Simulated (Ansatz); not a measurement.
# CH₆BNO₂: up Jacob's ladder to CCSD(T)

An exercise on one series of results from a longer session: the logs are not shown, and one member is left open.

Program: Ansatz 0.2.0, Gaussian basis. Level of theory: functionals in def2-TZVPP, the program's frozen cores in correlated methods. These are calculated values, not measurements.

The runs, in order: LDA (SPW92), PBE-D4, revPBE-D4, BLYP-D4, r2SCAN-D4, B97M-V, PBE0-D4, B3LYP-D4, r2SCANh-D4, r2SCAN0-D4, HSE06-D4, BHLYP-D4, CAM-B3LYP-D4, LC-ωPBE, ωB97X-V, ωB97M-V, B2PLYP, PBE-QIDH; CCSD(T)/def2-SVP; CCSD(T)/def2-TZVPP; MP2/def2-QZVPP; extrapolation to the limit; RPA on PBE.

### Structure used throughout

An earlier PBE0-D4 in a triple-zeta def2 set relaxation fixed the geometry.

SMILES `NB(O)CO`, 11 atoms, charge 0, spin multiplicity 1.

Atoms are counted from 1 here; the program's logs count them from 0.

Bond lengths: N1–B2 1.405 Å, N1–H6 1.004 Å, N1–H7 1.005 Å, B2–O3 1.375 Å, B2–C4 1.582 Å, O3–H8 0.958 Å, C4–O5 1.416 Å, C4–H9 1.100 Å, C4–H10 1.100 Å, O5–H11 0.962 Å. Angles: B2–N1–H6 122.0°, B2–N1–H7 124.8°, H6–N1–H7 113.2°, N1–B2–O3 123.0°, N1–B2–C4 122.0°, O3–B2–C4 115.0°, B2–O3–H8 115.9°, B2–C4–O5 114.0°, B2–C4–H9 109.5°, B2–C4–H10 109.4°, O5–C4–H9 109.0°, O5–C4–H10 109.1°, H9–C4–H10 105.4°, C4–O5–H11 107.2°.

Set-up of the first run:

File in.yaml:

```yaml
crystal:
  periodic: [false, false, false]
  atoms:
    - {symbol: N, position_ang: [-0.888744, 0.092399, 1.376322]}
    - {symbol: B, position_ang: [-0.136207, -0.259401, 0.242660]}
    - {symbol: O, position_ang: [0.147907, -1.562419, -0.093464]}
    - {symbol: C, position_ang: [0.448565, 0.829088, -0.745104]}
    - {symbol: O, position_ang: [1.170311, 0.287945, -1.836566]}
    - {symbol: H, position_ang: [-1.087547, 1.049392, 1.607206]}
    - {symbol: H, position_ang: [-1.278175, -0.562739, 2.031230]}
    - {symbol: H, position_ang: [-0.200972, -2.232706, 0.496092]}
    - {symbol: H, position_ang: [-0.371137, 1.453151, -1.131348]}
    - {symbol: H, position_ang: [1.101802, 1.516849, -0.187248]}
    - {symbol: H, position_ang: [1.159697, -0.668558, -1.739079]}
basis:
  gaussian: {orbitals: def2-TZVPP}
hamiltonian: {xc: lda}
output: {orbitals: {seedname: orbitals}}
```

Among the steps run: LDA; PBE-D4 (GGA); revPBE-D4 (GGA); BLYP-D4 (GGA); r2SCAN-D4 (meta-GGA); B97M-V (meta-GGA); PBE0-D4 (hybrid); B3LYP-D4 (hybrid); r2SCANh-D4 (hybrid); r2SCAN0-D4 (hybrid); HSE06-D4 (hybrid); BHLYP-D4 (hybrid); CAM-B3LYP-D4 (range-separated); LC-ωPBE (range-separated); ωB97X-V (range-separated); ωB97M-V (range-separated); B2PLYP (double hybrid); PBE-QIDH (double hybrid).

One table of the session follows, with a row left open; its other results are not shown here.

It belongs to the step «Orbital energies across the functionals». 

```
  functional  HOMO (eV)  LUMO (eV)  gap (eV)
 LDA (SPW92)      -5.68      -0.54      5.15
      PBE-D4      -5.56      -0.41      5.15
   revPBE-D4      -5.51      -0.34      5.17
     BLYP-D4      -5.49      -0.47      5.01
   r2SCAN-D4      -5.92       0.36      6.29
      B97M-V          ?          ?         ?
     PBE0-D4      -7.24       0.41      7.65
    B3LYP-D4      -6.99       0.03      7.02
  r2SCANh-D4      -6.55       0.59      7.14
  r2SCAN0-D4      -7.49       0.91      8.41
    HSE06-D4      -6.83       0.05      6.88
    BHLYP-D4      -8.85       0.95      9.80
CAM-B3LYP-D4      -8.73       1.09      9.83
     LC-ωPBE     -10.08       2.42     12.50
     ωB97X-V      -9.76       2.22     11.98
     ωB97M-V      -9.68       1.72     11.40
```

**Question.** Estimate the row for B97M-V.

The run gave: HOMO (eV): -6.08; LUMO (eV): -0.16; gap (eV): 5.91. In the column «HOMO (eV)» it lies between r2SCANh-D4 (-6.55) and r2SCAN-D4 (-5.92).
